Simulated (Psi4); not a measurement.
**[CSO3F3]− (SMILES [O-]S(=O)(=O)C(F)(F)F) at B3LYP/6-31G(d) (Cartesian functions)**

Aim: the vertical ionisation energy of [CSO3F3]− at B3LYP/6-31G* (Cartesian functions), from 2 runs. 

The results are computed with Psi4 1.11.

3 further runs of the same task are left out: 3 set aside as unsound or not needed.

## (1) Starting point

The species is [CSO3F3]− (8 atoms), meant as a singlet with charge -1. SMILES: `[O-]S(=O)(=O)C(F)(F)F`. The coordinates come from a PBE0-D4/def2-TZVPD relaxation.

Bond lengths: O1–S2 1.447 Å, S2–O3 1.447 Å, S2–O4 1.447 Å, S2–C5 1.853 Å, C5–F6 1.341 Å, C5–F7 1.341 Å, C5–F8 1.341 Å. Some angles: O1–S2–O3 115.5°, O1–S2–O4 115.5°, O1–S2–C5 102.4°, O3–S2–O4 115.5°, O3–S2–C5 102.4°, O4–S2–C5 102.4°, S2–C5–F6 111.9°, S2–C5–F7 111.9°, S2–C5–F8 111.9°, F6–C5–F7 106.9°.

## (2) Energy and forces at B3LYP/6-31G(d) (Cartesian functions)

input.dat

```
memory 2200 MB

molecule molecule1 {
  -1 1
  O
  S 1 1.446667
  O 2 1.446669 1 115.53446
  O 2 1.446678 1 115.53454 3 139.25625
  C 2 1.853343 1 102.37941 3 -110.37145
  F 5 1.341383 2 111.91198 1 60.10958
  F 5 1.341385 6 106.92302 2 -122.87892
  F 5 1.341382 6 106.92338 7 -114.24298
  units angstrom
  symmetry c1
  no_reorient
  no_com
}

set basis 6-31G*
set puream false
set e_convergence 1e-09
set d_convergence 1e-08
set scf_type pk
set dft_radial_points 99
set dft_spherical_points 590

E, wfn = gradient('b3lyp', return_wfn=True)
oeprop(wfn, 'MAYER_INDICES', 'QUADRUPOLE', 'MULLIKEN_CHARGES', title='B3LYP')
```

Started as:

```
$ psi4 -i input.dat -o output.dat -n 1
```

output.dat:

```text
[...]
  Running in c1 symmetry.
[...]
  Nuclear repulsion =  555.370003803737745
[...]
  Multiplicity = 1
[...]
  Nalpha       = 37
  Nbeta        = 37
[...]
    Number of basis functions: 124
[...]
   @RKS iter   1:  -961.03518503442126    5.47220e-01   9.23513e-03 DIIS/ADIIS
[...]
   @RKS iter  12:  -961.49368466855174   -1.12550e-11   2.22690e-09 DIIS
[...]
  @RKS Final Energy:  -961.49368466855174
   => Energetics <=
    Nuclear Repulsion Energy =            555.3700038037377453
    One-Electron Energy =               -2449.6592329509803676
    Two-Electron Energy =                1004.4898963686994193
    DFT Exchange-Correlation Energy =     -71.6943518900085195
    Empirical Dispersion Energy =           0.0000000000000000
    VV10 Nonlocal Energy =                  0.0000000000000000
    Total Energy =                       -961.4936846685517366
[...]
  -Total Gradient:
     Atom            X                  Y                   Z
    ------   -----------------  -----------------  -----------------
       1       -0.000369251192     0.000139308384     0.041727045274
       2        0.020263921346    -0.007533530487    -0.004753635848
       3       -0.000361872427     0.037712638600    -0.017858882292
       4       -0.024896268682    -0.028320196765    -0.017849299341
       5       -0.006657706643     0.002471582543     0.001556456651
       6        0.008356295897     0.006889926908     0.004322519431
       7        0.001841992471    -0.000701520312    -0.011482744800
       8        0.001834585874    -0.010652102792     0.004339573655
[...]
 Multipole Moments:
 ------------------------------------------------------------------------------------
     Multipole            Electronic (a.u.)      Nuclear  (a.u.)        Total (a.u.)
 ------------------------------------------------------------------------------------
 L = 1.  Multiply by 2.5417464519 to convert [e a0] to [Debye]
 Dipole X            :         -5.2696348            3.6774475           -1.5921873
 Dipole Y            :          1.9567539           -1.3655384            0.5912155
 Dipole Z            :          1.2337621           -0.8609970            0.3727651
 Magnitude           :                                                    1.7388358
 L = 2.  Multiply by 1.3450342976 to convert [e a0^2] to [Debye ang]
 Quadrupole XX       :       -400.9897619          357.2346094          -43.7551525
 Quadrupole XY       :         73.5872054          -73.1547946            0.4324109
[...]
```

Run time: 26 s. Hardware: 1 thread of Intel Xeon 6975P-C (Granite Rapids), shared host; peak memory 0.84 GiB.

## (3) Doublet neutral CSO3F3, same level

cf3o3s.xyz

```xyz
8
CF3O3S
O     -0.452120    -1.793850     0.534600
S      0.514500    -0.855220     0.007850
O      1.622110    -0.542800     0.884460
O      0.853150    -1.026290    -1.388190
C     -0.440870     0.732840    -0.006730
F     -0.854330     1.079580     1.221330
F      0.292430     1.753940    -0.474640
F     -1.534870     0.651830    -0.778680
```

cf3o3s.py

```python
import psi4

psi4.set_memory(2200000000)
psi4.set_num_threads(1)
psi4.core.set_output_file('output.dat', False)

with open('cf3o3s.xyz') as f:
    atoms = ''.join(f.readlines()[2:])
m = psi4.geometry('0 2\n' + atoms + 'symmetry c1\nno_reorient\nno_com')

options = {'reference': 'uks', 'puream': False, 'e_convergence': 1e-09, 'd_convergence': 1e-08, 'scf_type': 'pk', 'dft_radial_points': 99, 'dft_spherical_points': 590, 'maxiter': 100}
psi4.set_options(options)

energy_value, wavefunction = psi4.gradient("b3lyp/6-31G*", molecule=m, return_wfn=True)
psi4.oeprop(wavefunction, "QUADRUPOLE", "WIBERG_LOWDIN_INDICES", "MAYER_INDICES", title="B3LYP")
print('gradient / Eh bohr^-1')
print(energy_value.np.round(6))
print(f'energy = {wavefunction.energy():.10f} Eh')
```

Started as:

```
$ python cf3o3s.py
```

output.dat:

```text
[...]
  Running in c1 symmetry.
[...]
  Nuclear repulsion =  555.370021778111777
[...]
  Multiplicity = 2
[...]
  Nalpha       = 37
  Nbeta        = 36
[...]
    Number of basis functions: 124
[...]
   @UKS iter   1:  -960.83880286090050    7.43602e-01   8.81062e-03 ADIIS/DIIS
[...]
   @UKS iter  17:  -961.31880866997710   -2.42153e-11   3.24932e-09 DIIS
[...]
   @S^2 Observed:                7.615307594E-01
[...]
  @UKS Final Energy:  -961.31880866997710
   => Energetics <=
    Nuclear Repulsion Energy =            555.3700217781117772
    One-Electron Energy =               -2431.6335105990601733
    Two-Electron Energy =                 986.2755569024011493
    DFT Exchange-Correlation Energy =     -71.3308767514298978
    Empirical Dispersion Energy =           0.0000000000000000
    VV10 Nonlocal Energy =                  0.0000000000000000
    Total Energy =                       -961.3188086699771020
[...]
  -Total Gradient:
     Atom            X                  Y                   Z
    ------   -----------------  -----------------  -----------------
       1        0.018160636804     0.040031282031    -0.014661671462
       2        0.038481763866    -0.063972098439     0.000594431673
       3       -0.039057195557     0.005515150788    -0.024320563197
       4       -0.017845989272     0.018864522694     0.038372972353
       5        0.019046345390    -0.031663548164     0.000291893870
       6       -0.005991761782     0.010547006819    -0.002237694624
       7       -0.007971349381     0.009376853989     0.000704873774
       8       -0.004823171552     0.011293154947     0.001246343088
[...]
 Multipole Moments:
 ------------------------------------------------------------------------------------
     Multipole            Electronic (a.u.)      Nuclear  (a.u.)        Total (a.u.)
 ------------------------------------------------------------------------------------
 L = 1.  Multiply by 2.5417464519 to convert [e a0] to [Debye]
 Dipole X            :         -5.5200450            5.4820388           -0.0380062
 Dipole Y            :          9.1751547           -9.1119759            0.0631788
 Dipole Z            :         -0.0842486            0.0836582           -0.0005904
 Magnitude           :                                                    0.0737318
 L = 2.  Multiply by 1.3450342976 to convert [e a0^2] to [Debye ang]
 Quadrupole XX       :       -259.9949677          223.0154877          -36.9794799
 Quadrupole XY       :        104.0031179         -104.3746554           -0.3715375
[...]
```

The script printed:

```text
gradient / Eh bohr^-1
[[ 0.018161  0.040031 -0.014662]
 [ 0.038482 -0.063972  0.000594]
 [-0.039057  0.005515 -0.024321]
 [-0.017846  0.018865  0.038373]
 [ 0.019046 -0.031664  0.000292]
 [-0.005992  0.010547 -0.002238]
 [-0.007971  0.009377  0.000705]
 [-0.004823  0.011293  0.001246]]
energy = -961.3188086700 Eh
```

Wall time 46 s (1 thread of Intel Xeon 6975P-C (Granite Rapids), shared host); peak memory 0.84 GiB.

## (4) What came out

At B3LYP/6-31G* (Cartesian functions):

| quantity | value |
| --- | --- |
| singlet [CSO3F3]−: total energy | -961.49368 Eh |
| singlet [CSO3F3]−: HOMO energy | -1.97 eV |
| singlet [CSO3F3]−: LUMO energy | 7.95 eV |
| singlet [CSO3F3]−: HOMO–LUMO gap (to an unbound level, set by the basis) | 9.92 eV |
| singlet [CSO3F3]−: largest force on an atom | 2.146 eV/Å |
| doublet neutral CSO3F3: total energy | -961.31881 Eh |
| doublet neutral CSO3F3: dipole moment | 0.19 D |
| doublet neutral CSO3F3: HOMO energy (highest over α and β) | -9.98 eV |
| doublet neutral CSO3F3: LUMO energy (lowest over α and β) | -7.54 eV |
| doublet neutral CSO3F3: ⟨S²⟩ | 0.762 |
| doublet neutral CSO3F3: largest force on an atom | 3.839 eV/Å |
| vertical detachment energy (to the doublet neutral) | 4.759 eV |

The vertical ionisation energy comes to 4.76 eV (459 kJ/mol). The largest force (singlet [CSO3F3]−) is 2.15 eV/Å: the shape isn't a stationary point for this species at this level. The negative HOMO energy of the first species, 1.97 eV, lies 2.79 eV below that difference.
